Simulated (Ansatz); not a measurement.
# ScRu3 (Pm-3m) in Ansatz: further runs

One crystal, ScRu3, is run at these levels: PBEsol, PBEsol+D3(BJ); tasks: relaxation of cell and atoms.

Program: Ansatz 0.2.0. These are calculated values, not measurements. Logs are shortened: lines on timing, memory, paths and dates and some standing lists are left out, and cuts for length are marked.

**1. The structure**

Symmetry: Pm-3m, No. 221, cubic system. The conventional cell has a = 3.938 Å, b = 3.938 Å, c = 3.938 Å, α = 90.00°, β = 90.00°, γ = 90.00°. Around Ru (site symmetry 4/mmm) lie 8 Ru at 2.78 Å and 4 Sc at 2.78 Å. Sc (site symmetry m-3m) has 12 Ru at 2.78 Å as nearest neighbours.

The cell comes from a database or a generator and needn't be the stable form of this composition.

**2. Relaxation of cell and atoms, PBEsol**

input.yaml

```yaml
crystal:
  lattice:
    - [3.938437, 0.0, 0.0]
    - [0.0, 3.938437, 0.0]
    - [0.0, 0.0, 3.938437]
  atoms:
    - { symbol: Ru, position: [0.5, 0.5, 0.0] }
    - { symbol: Ru, position: [0.5, 0.0, 0.5] }
    - { symbol: Ru, position: [0.0, 0.5, 0.5] }
    - { symbol: Sc, position: [0.0, 0.0, 0.0] }
hamiltonian:
  xc: pbesol
  pseudopotentials: { kind: paw }
kpoints:
  mp_grid: { grid: [7, 7, 7] }
scf:
  occupations: { method: fermi_dirac, width: 0.05 }
output:
  forces: true
  stress: true
  eigenvalues: true
relax:
  f_tol: 0.01
  max_steps: 40
  cell: { stress_tol: 0.05 }
```

Potentials or basis: Ansatz PAW.

Run with:

```bash
$ ansatz run input.yaml --threads 2 --pin off --max-ram 5632MiB --backend cpu --events-out ev --progress --plain --runs-dir out
```

What it wrote:

```text
Warning: RAYON_NUM_THREADS=2 ignored (pool sized by the plan → 2); use --threads N
Engine: ansatz 0.2.0, aarch64-unknown-linux-gnu
Pseudopotentials: kind: paw
Pseudopotential: Ru, paw, valence charge 16, recommended cutoff 420 eV (normal), Ru.paw.azcp
Pseudopotential: Sc, paw, valence charge 11, recommended cutoff 420 eV (normal), Sc.paw.azcp
Functional definition: PBEsol
  exchange = pbesol_x
  correlation = pbesol_c
Crystal: 4 atoms, lattice volume = 61.090 Å³
Basis set: ecut = 420 eV, 1213 PW (Γ), exchange–correlation on 54×54×54 points (8 copies of the dense FFT grid, shifted against one another)
Bands: 36, of which v1, the nominal top of the filled ones, is band 30 counted from 1 (29 counted from 0)
Symmetry: 48 space group operations
Space group: Pm-3m (ITA 221), of the structure as read, at distance tolerance 3.9e-5 Å
k-points: 20 of 343
Non-local potential: Ru, projectors of the file, l = 0: 3, l = 1: 2, l = 2: 2, l = 3: 1
Non-local potential: Sc, projectors of the file, l = 0: 3, l = 1: 2, l = 2: 3, l = 3: 1
PAW form: soft (Blöchl's): semilocal exchange-correlation on the pseudo side does not see the compensation charge
PAW frozen core: Ru, regenerated for the run's functional, and the local potential with it (the file was generated under x = pbe(κ = 0.804, μ = 0.2195149727645171), c = pbe(β = 0.06672455060314922))
PAW frozen core: Sc, regenerated for the run's functional, and the local potential with it (the file was generated under x = pbe(κ = 0.804, μ = 0.2195149727645171), c = pbe(β = 0.06672455060314922))
PAW one-centre angular grid: Ru, 590 points (default); XC on 64 Gauss nodes
PAW one-centre angular grid: Sc, 590 points (default); XC on 64 Gauss nodes
Initial density: superposition of atomic densities (neutral atoms: chi_scale 0, normalization atom), corrected by the library's trained network
Initial wavefunctions: pseudopotential atomic-orbital guess
Functional: x = pbesol(κ = 0.804, μ = 0.12345679012345678), c = pbesol(β = 0.046)
SCF iter   1: F=—  HF=-19560.797132 eV  |F-HF|=—  |Δ(HF+E_count)|=         —  Δρ=5.50e-3  dr2=1.16e-2  ethr=1.77e-3  ⟨swp⟩=4.0  Hψ=2202  notcnv=0
preconditioner: auto → Kerker (q_TF=auto, 2.713 Å⁻¹)  [metal: Δε(μ)=0.013 eV  Ē_g=8.803 eV  σ=0.050 eV  W_gap=0.06  n_scr=18 (ndim 8)  ℏωp=27.3 eV  f_vac=0.000  D(μ)=9.55/eV (n_scr^D=170)]
SCF iter   2: F=—  HF=-19560.796961 eV  |F-HF|=—  |Δ(HF+E_count)|=   1.71e-4  Δρ=2.27e-3  dr2=2.26e-3  ethr=1.96e-5  ⟨swp⟩=2.1  Hψ=1535  notcnv=0  defer=3
SCF iter   3: F=—  HF=-19560.796433 eV  |F-HF|=—  |Δ(HF+E_count)|=   5.28e-4  Δρ=6.11e-4  dr2=2.39e-4  ethr=3.83e-6  ⟨swp⟩=2.4  Hψ=1153  notcnv=0  defer=3
SCF iter   4: F=—  HF=-19560.796394 eV  |F-HF|=—  |Δ(HF+E_count)|=   3.95e-5  Δρ=1.15e-4  dr2=9.66e-6  ethr=4.06e-7  ⟨swp⟩=2.0  Hψ=1065  notcnv=0  defer=3
SCF iter   5: F=—  HF=-19560.796291 eV  |F-HF|=—  |Δ(HF+E_count)|=   1.02e-4  Δρ=3.00e-5  dr2=5.22e-7  ethr=1.64e-8  ⟨swp⟩=2.0  Hψ=1035  notcnv=0  defer=3
SCF iter   6: F=-19560.796291 eV  HF=-19560.796291 eV  |F-HF|=2.69e-8  |Δ(HF+E_count)|=   7.75e-8  Δρ=8.80e-6  dr2=4.14e-8  ethr=1.69e-10  ⟨swp⟩=5.4  Hψ=2664  notcnv=0
SCF 1 converged in 6 iterations: F = -19560.796291 eV  dr2 = 4.14e-8
relax step   1: F+E_penalty+E_count = -19560.79629106 eV  Δ(F+E_penalty+E_count) = +0.000e0 eV  max|allowed force component| = 2.574e-28 eV/Å  Δτ_max = 0.0000 Å  P = -9.512 GPa  Ω = 61.090 Å³  (6 SCF iters, dr2 threshold 1.00e-7 eV, accepted)
Crystal: 4 atoms, lattice volume = 54.750 Å³
Basis set: ecut = 420 eV, 1045 PW (Γ), exchange–correlation on 54×54×54 points (8 copies of the dense FFT grid, shifted against one another)
Initial density: handed on by an earlier stage of this run
Initial wavefunctions: those handed on with the density
iter 1 solved again at ethr=1.24e-3 eV; its pass at ethr=3.10e-3 eV (dr2=7.30e-1 eV) is discarded
SCF iter   1: F=—  HF=-19560.823182 eV  |F-HF|=—  |Δ(HF+E_count)|=         —  Δρ=2.58e-2  dr2=7.31e-1  ethr=1.24e-3  ⟨swp⟩=1.0  Hψ=3534  notcnv=0
preconditioner: auto → Kerker (q_TF=auto, 2.763 Å⁻¹)  [metal: Δε(μ)=0.018 eV  Ē_g=9.273 eV  σ=0.050 eV  W_gap=0.09  n_scr=18 (ndim 8)  ℏωp=28.8 eV  f_vac=0.000  D(μ)=9.30/eV (n_scr^D=170)]
[... 41 lines left out ...]
SCF iter   1: F=—  HF=-19560.882913 eV  |F-HF|=—  |Δ(HF+E_count)|=         —  Δρ=8.84e-5  dr2=6.80e-7  ethr=2.71e-8  ⟨swp⟩=3.0  Hψ=4345  notcnv=0
preconditioner: auto → Kerker (q_TF=auto, 2.734 Å⁻¹)  [metal: Δε(μ)=0.022 eV  Ē_g=8.989 eV  σ=0.050 eV  W_gap=0.11  n_scr=18 (ndim 8)  ℏωp=27.9 eV  f_vac=0.000  D(μ)=9.26/eV (n_scr^D=146)]
SCF iter   2: F=—  HF=-19560.882809 eV  |F-HF|=—  |Δ(HF+E_count)|=   1.04e-4  Δρ=4.60e-5  dr2=1.68e-7  ethr=1.15e-9  ⟨swp⟩=2.0  Hψ=1301  notcnv=0
SCF iter   3: F=—  HF=-19560.882809 eV  |F-HF|=—  |Δ(HF+E_count)|=   5.29e-8  Δρ=3.46e-6  dr2=1.42e-9  ethr=2.85e-10  ⟨swp⟩=3.0  Hψ=1303  notcnv=0
iter 4 did not close the SCF: its close was put off for the readings that it lacked (scf_convergence_deferred on its scf_iter line)
SCF iter   4: F=-19560.882809 eV  HF=-19560.882809 eV  |F-HF|=3.64e-12  |Δ(HF+E_count)|=  4.40e-10  Δρ=2.69e-7  dr2=2.51e-11  ethr=2.41e-12  ⟨swp⟩=2.0  Hψ=1291  notcnv=0
iter 5 did not close the SCF: its close was put off for the readings that it lacked (scf_convergence_deferred on its scf_iter line)
SCF iter   5: F=-19560.882809 eV  HF=-19560.882809 eV  |F-HF|=7.28e-12  |Δ(HF+E_count)|=  1.09e-11  Δρ=6.67e-8  dr2=1.56e-12  ethr=1.00e-12  ⟨swp⟩=1.0  Hψ=720  notcnv=0
iter 6 did not close the SCF: its close was put off for the readings that it lacked (scf_convergence_deferred on its scf_iter line)
SCF iter   6: F=-19560.882809 eV  HF=-19560.882809 eV  |F-HF|=7.28e-12  |Δ(HF+E_count)|=  7.28e-12  Δρ=1.63e-8  dr2=2.35e-13  ethr=1.00e-12  ⟨swp⟩=1.0  Hψ=720  notcnv=0
iter 7 did not close the SCF: its close was put off for the readings that it lacked (scf_convergence_deferred on its scf_iter line)
SCF iter   7: F=-19560.882809 eV  HF=-19560.882809 eV  |F-HF|=0.00e0  |Δ(HF+E_count)|=  7.28e-12  Δρ=3.69e-9  dr2=1.07e-14  ethr=1.00e-12  ⟨swp⟩=1.0  Hψ=720  notcnv=0
SCF iter   8: F=-19560.882809 eV  HF=-19560.882809 eV  |F-HF|=3.64e-12  |Δ(HF+E_count)|=    0.00e0  Δρ=7.17e-10  dr2=2.07e-16  ethr=1.00e-12  ⟨swp⟩=1.9  Hψ=1545  notcnv=0
SCF 5 converged in 8 iterations: F = -19560.882809 eV  dr2 = 2.07e-16
relax step   5: F+E_penalty+E_count = -19560.88280944 eV  Δ(F+E_penalty+E_count) = +6.382e-4 eV  max|allowed force component| = 5.614e-29 eV/Å  Δτ_max = 0.0000 Å  P = -0.012 GPa  Ω = 58.302 Å³  stress off target by 1.18e-2 GPa  SCF on the basis re-selected at this cell (its energy is not comparable with the rows above)  (8 SCF iters)
basis re-selected at this cell: Δ(F+E_penalty+E_count) = +6.382e-4 eV, ΔP = +0.012 GPa vs the last step (what re-selecting the basis moved, of the pressure what is left beyond the Pulay correction that the steps carried, after the strain that the cell walked since its last selection, with what the two solves' SCF thresholds leave and, on support functions, any second-order correction that the steps lacked; it is no measure of the basis error at this ecutwfc). This SCF's stress stands 1.18e-2 GPa from its target on what of the cell is left free (relax.cell.stress_tol is 5.00e-2 GPa) and its largest allowed force component is 5.61e-29 eV/Å (relax.f_tol is 1.00e-2 eV/Å): within both
SCF converged after 8 iterations
Free energy (F): -19560.882809 eV
Harris-Foulkes:  -19560.882809 eV  (|F-HF|=3.64e-12)
Internal energy: -19560.811622 eV  (E = F + TS)
E sigma→0 (E₀):  -19560.847216 eV
Entropy (-TS):   -0.071187 eV (-17.797 meV/atom)
Fermi energy:    19.860220 eV
--- Per-component energies (eV) ---
  E_band       = -339.575041
  E_kinetic    = 1813.017186
  E_local      = -4766.532678  (includes V_loc(G=0)·N_el)
  E_nonlocal   = 1122.290759
  E_hartree    = 1562.874937
  E_xc         = -673.663235
  E_vxc        = -847.143105  (∫ρ·V_xc dr)
  E_paw        = -11132.681036  (= ΣΔE_a)
  E_vpaw       = -786.956525  (= ΣTr[D̂ρ^β])
  E_aug_tail   = -0.000551  (compensation charges beyond the density's cutoff)
  E_ewald      = -7487.005917
  E_core_change = 0.888913  (= ΣΔE_core)
  E_smearing   = -0.071187  (= −TS)
  E_closure    = -0.000000  (closes the sum)
  Σ components = -19560.882809   (vs F -19560.882809, Δ=0.00e0)
--- Forces (eV/Å), atoms counted from 1 ---
  atom   1  Ru     0.00000000    -0.00000000     0.00000000
  atom   2  Ru    -0.00000000    -0.00000000     0.00000000
  atom   3  Ru    -0.00000000    -0.00000000     0.00000000
  atom   4  Sc     0.00000000     0.00000000    -0.00000000
  max |Σ_I F_I| component: 1.21e-28 eV/Å
--- Stress (GPa, compression-positive) ---
       -0.011779      -0.000000      -0.000000
       -0.000000      -0.011779       0.000000
       -0.000000       0.000000      -0.011779
  P = ⅓ Tr σ = -0.0118 GPa (-0.118 kbar)
--- Band table (eV; the first three rows and the last of 20) ---
  k-point 0: bands = ["-52.3398", "-52.2018", "-52.2018", "-27.8917", "-22.6179", "-22.6179", "-22.6179", "-22.2075", "-22.2075", "-22.2075", "-22.0368", "-22.0368", "-22.0368", "-6.6997", "-6.6997", "-6.6997", "13.0018", "14.5511", "15.0209", "15.0209", "15.3508", "15.3508", "15.3508", "18.7211", "18.7211", "18.7211", "20.6296", "20.6296", "21.8217", "22.3280", "22.3280", "22.3280", "23.9659", "23.9659", "23.9659", "24.5869"]
  k-point 1: bands = ["-52.3337", "-52.2078", "-52.2017", "-27.8931", "-22.6018", "-22.6018", "-22.5898", "-22.2129", "-22.2129", "-22.2094", "-22.0659", "-22.0480", "-22.0480", "-6.7158", "-6.7034", "-6.7034", "13.2725", "14.7354", "15.1606", "15.2433", "15.4552", "15.5358", "15.5358", "18.5399", "18.8127", "18.8127", "20.3862", "20.6582", "21.3342", "21.3342", "21.5688", "22.3287", "22.8944", "23.9914", "23.9914", "24.4124"]
  k-point 2: bands = ["-52.3173", "-52.2242", "-52.2016", "-27.8963", "-22.5606", "-22.5606", "-22.5113", "-22.2311", "-22.2311", "-22.2139", "-22.1468", "-22.0722", "-22.0722", "-6.7517", "-6.7116", "-6.7116", "14.0103", "15.2171", "15.5010", "15.7404", "15.8437", "16.0773", "16.0773", "18.0876", "18.9362", "18.9362", "19.7647", "19.9703", "19.9703", "20.6058", "20.9792", "21.0280", "22.3305", "23.3475", "23.3475", "24.0524"]
  k-point 19: bands = ["-52.2516", "-52.2447", "-52.2447", "-27.8881", "-22.8267", "-22.5114", "-22.5114", "-22.5112", "-22.1169", "-22.1169", "-22.0206", "-22.0206", "-22.0184", "-6.7347", "-6.7283", "-6.7283", "15.0904", "15.2331", "15.2331", "15.3915", "17.6889", "17.6889", "17.9070", "18.3101", "18.6647", "18.6647", "19.3237", "19.3237", "20.4141", "20.5778", "20.5778", "21.3401", "21.8706", "22.6298", "22.6298", "24.1902"]
--- Relaxed structure (4 steps of the walk, 3 accepted, 1 SCFs on fresh bases) ---
  F+E_penalty+E_count = -19560.88280944 eV   max|allowed force component| = 5.614e-29 eV/Å   (the final SCF, on the basis selected at the relaxed cell)
  cell:  # Å, volume = 58.3021 Å³
    - [3.877585926894934, 2.728400754548584e-34, 2.407412430484045e-34]
    - [2.728400754548584e-34, 3.877585926894934, 6.419766481290786e-35]
    - [3.0493890786131233e-34, 6.419766481290786e-35, 3.877585926894934]
  atoms:
    - { symbol: Ru, position: [0.49999999999999994, 0.49999999999999994, 3.150120487314662e-47] }
    - { symbol: Ru, position: [0.49999999999999994, 3.3372140170211155e-47, 0.49999999999999994] }
    - { symbol: Ru, position: [1.7137767321111158e-47, 0.49999999999999994, 0.49999999999999994] }
    - { symbol: Sc, position: [-2.422965398065773e-46, -1.481054972646562e-47, -1.297189888065806e-47] }
```

Wall time 5.9 s (2 threads of Arm Neoverse V2, shared host); peak memory 0.36 GiB.

Results:

```
Free energy                            : -19560.8828 eV
Relaxed volume                         : 14.58 Å³/atom
Relaxed cell                           : a = 3.878 Å, b = 3.878 Å, c = 3.878 Å, α = 90.00°, β = 90.00°, γ = 90.00°
Space group after relaxing (to 0.05 Å) : Pm-3m (No. 221)
Energy gained by relaxing              : 21.6 meV/atom
Ionic steps                            : 4
Pressure after relaxing                : 0.0 GPa
Band gap on the k mesh                 : none (metal or under the smearing width)
```

The path:
```
step  energy change (eV)  largest force (eV/Å)  volume (Å³)
   1              0.0000                0.0000        61.09
   2             -0.0861                0.0000        58.59
   3             -0.0872                0.0000        58.30
   4             -0.0865                0.0000        58.30
```

Final structure:
```
Ru Sc
1.0
     3.87759    0.00000    0.00000
     0.00000    3.87759    0.00000
     0.00000    0.00000    3.87759
Ru Sc
3 1
Direct
  0.50000 0.50000 0.00000
  0.50000 0.00000 0.50000
  0.00000 0.50000 0.50000
  0.00000 0.00000 0.00000
```

Caveat: the plane-wave basis is chosen anew once the cell has moved, so the energies of steps on either side of that aren't comparable; the PAW data sets come from PBE, with cores solved anew for the run's functional, which leaves a small shift of forces and pressure.

**3. Relaxation of cell and atoms, PBEsol+D3(BJ)**

input.yaml: that of step 2 with these lines changed.

```diff
@@ -13,2 +13,3 @@
   pseudopotentials: { kind: paw }
+  dispersion: d3bj
 kpoints:
@@ -21,2 +22,6 @@
   eigenvalues: true
+  write_density: true
+  write_potential: true
+  elf: true
+  volumetric_format: npy
 relax:
```

Potentials or basis: Ansatz PAW.

Run with:

```bash
$ ansatz run input.yaml --threads 2 --pin off --max-ram 5632MiB --backend cpu --events-out ev --progress --plain --runs-dir out
```

What it wrote:

```text
Warning: RAYON_NUM_THREADS=2 ignored (pool sized by the plan → 2); use --threads N
[... 7 set-up lines as earlier in the session ...]
Crystal: 4 atoms, lattice volume = 61.090 Å³
Basis set: ecut = 420 eV, 1213 PW (Γ), exchange–correlation on 54×54×54 points (8 copies of the dense FFT grid, shifted against one another)
Bands: 36, of which v1, the nominal top of the filled ones, is band 30 counted from 1 (29 counted from 0)
[... 1 set-up line as earlier in the session ...]
[... 137 lines left out ...]
  k-point 2: bands = ["-51.6534", "-51.5482", "-51.5227", "-27.1132", "-21.9228", "-21.9228", "-21.8683", "-21.5657", "-21.5657", "-21.5467", "-21.4686", "-21.3868", "-21.3868", "-5.9889", "-5.9433", "-5.9433", "14.6050", "15.7427", "16.0357", "16.2559", "16.3703", "16.6166", "16.6166", "18.6930", "19.5956", "19.5956", "20.4490", "20.6678", "20.6678", "21.3308", "21.7180", "21.7969", "23.1365", "24.1355", "24.1355", "24.8620"]
  k-point 19: bands = ["-51.5791", "-51.5714", "-51.5714", "-27.1033", "-22.2117", "-21.8754", "-21.8754", "-21.8749", "-21.4299", "-21.4299", "-21.3338", "-21.3338", "-21.3316", "-5.9684", "-5.9609", "-5.9609", "15.6205", "15.7655", "15.7655", "15.9444", "18.2837", "18.2837", "18.5112", "18.9305", "19.2980", "19.2980", "19.9849", "19.9849", "21.1360", "21.3169", "21.3169", "22.1082", "22.6540", "23.4349", "23.4349", "25.0248"]
--- Relaxed structure (5 steps of the walk, 4 accepted, 1 SCFs on fresh bases) ---
  F+E_penalty+E_count = -19563.23255924 eV   max|allowed force component| = 1.647e-29 eV/Å   (the final SCF, on the basis selected at the relaxed cell)
  cell:  # Å, volume = 56.6694 Å³
    - [3.8410466761219864, 1.0351873451081393e-33, 2.5679065925163143e-34]
    - [1.163582674733955e-33, 3.8410466761219864, 0.0]
    - [2.5679065925163143e-34, 0.0, 3.8410466761219864]
  atoms:
    - { symbol: Ru, position: [0.5, 0.5, -3.0341224988966605e-47] }
    - { symbol: Ru, position: [0.5, -1.7362279556758903e-47, 0.5] }
    - { symbol: Ru, position: [5.688177856018211e-47, 0.5, 0.5] }
    - { symbol: Sc, position: [-5.061356973971047e-47, 8.570718903291933e-48, 1.6909796755143544e-47] }
```

v_z.tsv:

```text
# z_ang	v_es[eV]	v_tot[eV]
# format = ansatz-planar-average/11
# xc	pbesol
# density_cutoff_ev	1680
# datasets	Ru=:simpson_from_first_knot:soft:shift=-789949	Sc=:simpson_from_first_knot:soft:shift=-672976
# lattice	3.841046676	0.000000000	0.000000000
# lattice	0.000000000	3.841046676	0.000000000
# lattice	0.000000000	0.000000000	3.841046676
# sites	4
# site	44	1.920523338	1.920523338	0.000000000
# site	44	1.920523338	0.000000000	1.920523338
# site	44	0.000000000	1.920523338	1.920523338
# site	21	-0.000000000	0.000000000	0.000000000
0.000000	7.338527e-1	-1.365217e1
0.142261	1.630018e0	-1.263487e1
0.284522	4.112327e0	-9.790393e0
0.426783	7.637744e0	-5.700706e0
0.569044	1.143445e1	-1.226853e0
0.711305	1.467651e1	2.658383e0
[... 19 lines left out ...]
3.556525	4.112327e0	-9.790393e0
3.698786	1.630018e0	-1.263487e1
```

It took 7.4 s on 2 threads of Arm Neoverse V2, shared host; peak memory 0.37 GiB.

Results:

- Free energy: -19563.2326 eV
- Relaxed volume: 14.17 Å³/atom
- Relaxed cell: a = 3.841 Å, b = 3.841 Å, c = 3.841 Å, α = 90.00°, β = 90.00°, γ = 90.00°
- Space group after relaxing (to 0.05 Å): Pm-3m (No. 221)
- Energy gained by relaxing: 56.7 meV/atom
- Ionic steps: 5
- Pressure after relaxing: 0.0 GPa
- Band gap on the k mesh: none (metal or under the smearing width)

The path:
| step | energy change (eV) | largest force (eV/Å) | volume (Å³) |
| --- | --- | --- | --- |
| 1 | 0.0000 | 0.0000 | 61.09 |
| 2 | -0.2240 | 0.0000 | 57.22 |
| 3 | -0.2280 | 0.0000 | 56.59 |
| 4 | -0.2280 | 0.0000 | 56.67 |
| 5 | -0.2269 | 0.0000 | 56.67 |

Final structure:
```
Ru Sc
1.0
     3.84105    0.00000    0.00000
     0.00000    3.84105    0.00000
     0.00000    0.00000    3.84105
Ru Sc
3 1
Direct
  0.50000 0.50000 0.00000
  0.50000 0.00000 0.50000
  0.00000 0.50000 0.50000
  0.00000 0.00000 0.00000
```

Caveat: the plane-wave basis is chosen anew once the cell has moved, so the energies of steps on either side of that aren't comparable; pairwise dispersion overbinds metals, which lowers pressure and volume; the PAW data sets come from PBE, with cores solved anew for the run's functional, which leaves a small shift of forces and pressure.
